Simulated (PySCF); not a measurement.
# H2: the SCF solver's settings

The same problem is solved with other solver options, one edit a run.

Program: PySCF 2.14.0. Level of theory: method and basis as typed in the scripts. These are calculated values, not measurements.

1 further run of the same task is left out (it didn't finish).

## Step 1: Starting geometry

H2: 2 atoms, charge 0, spin multiplicity 1.

Bond lengths: H1–H2 0.608 Å.

## Step 2: The run that the others are compared with

input.py

```python
from pyscf import gto, dft, tdscf

mol = gto.M(
    atom='H 0 0 0; H 0 0 0.608',
    basis='minao',
    charge=0,
    spin=0,
    symmetry=True,
    verbose=4,
)
mf = dft.RKS(mol, xc='hse06')
mf.kernel()
td = tdscf.TDDFT(mf)
td.nstates = 4
td.kernel()
td.analyze()
mf.dip_moment()
print('orbital energies (hartree):', mf.mo_energy[..., max(0, mol.nelec[1]-3):mol.nelec[0]+3].round(4))
```

Started as:

```sh
$ OMP_NUM_THREADS=1 python input.py
```

The log of this run is left out.

It gives: E(SCF) = -1.077847 Eh, 2 cycles, μ = 0.00 D, excitations 23.33 eV.

The bond length is a typed value, not an optimised one.

## Step 3: DIIS space 12

Variant 1 changes DIIS space: default → 12.

input.py

```python
from pyscf import gto, dft, tdscf

mol = gto.M(
    atom='H 0 0 0; H 0 0 0.608',
    basis='minao',
    charge=0,
    spin=0,
    symmetry=True,
    verbose=4,
)
mf = dft.RKS(mol, xc='hse06')
mf.diis_space = 12
mf.kernel()
td = tdscf.TDDFT(mf)
td.nstates = 4
td.kernel()
td.analyze()
mf.dip_moment()
print('orbital energies (hartree):', mf.mo_energy[..., max(0, mol.nelec[1]-3):mol.nelec[0]+3].round(4))
```

Started as:

```sh
$ OMP_NUM_THREADS=1 python input.py
```

## Step 4: DIIS space off

Variant 2 changes DIIS space: default → off.

input.py: that of step 2 with these lines changed.

```diff
@@ -11,2 +11,3 @@
 mf = dft.RKS(mol, xc='hse06')
+mf.diis = False
 mf.kernel()
```

## Step 5: Second-order solver on

Variant 3 changes second-order solver: off → on.

input.py: that of step 2 with these lines changed.

```diff
@@ -11,2 +11,3 @@
 mf = dft.RKS(mol, xc='hse06')
+mf = mf.newton()
 mf.kernel()
```

## Step 6: Level shift 5 hartree

Variant 4 changes level shift: none → 5 hartree.

input.py: that of step 2 with these lines changed.

```diff
@@ -11,2 +11,3 @@
 mf = dft.RKS(mol, xc='hse06')
+mf.level_shift = 5.0
 mf.kernel()
```

Q: Predict the outcome of this session. Wanted: for each run, E(SCF); from base; gap; after the SCF.

As calculated:

```csv
run,E(SCF) (hartree),from base (eV),cycles,gap (eV),after the SCF
base,-1.077847,0,2,21.83,lowest root found 23.33 eV
DIIS space 12,-1.077847,0.0000,2,21.83,lowest root found 23.33 eV
DIIS space off,-1.077847,0.0000,2,21.83,lowest root found 23.33 eV
second-order solver on,-1.077847,0.0000,1 macro,21.83,lowest root found 23.33 eV
level shift 5 hartree,-1.077847,0.0000,2,21.83,lowest root found 23.33 eV
```

In words: The SCF energy stays the same, to the digits that matter, with DIIS space 12 or DIIS space off or second-order solver on or level shift 5 hartree. With DIIS space 12, DIIS space off, level shift 5 hartree the path hardly changes: 2 cycles against 2. The cycles with DIIS space 12 or DIIS space off or level shift 5 hartree repeat those of the base digit for digit, so the setting never acted.
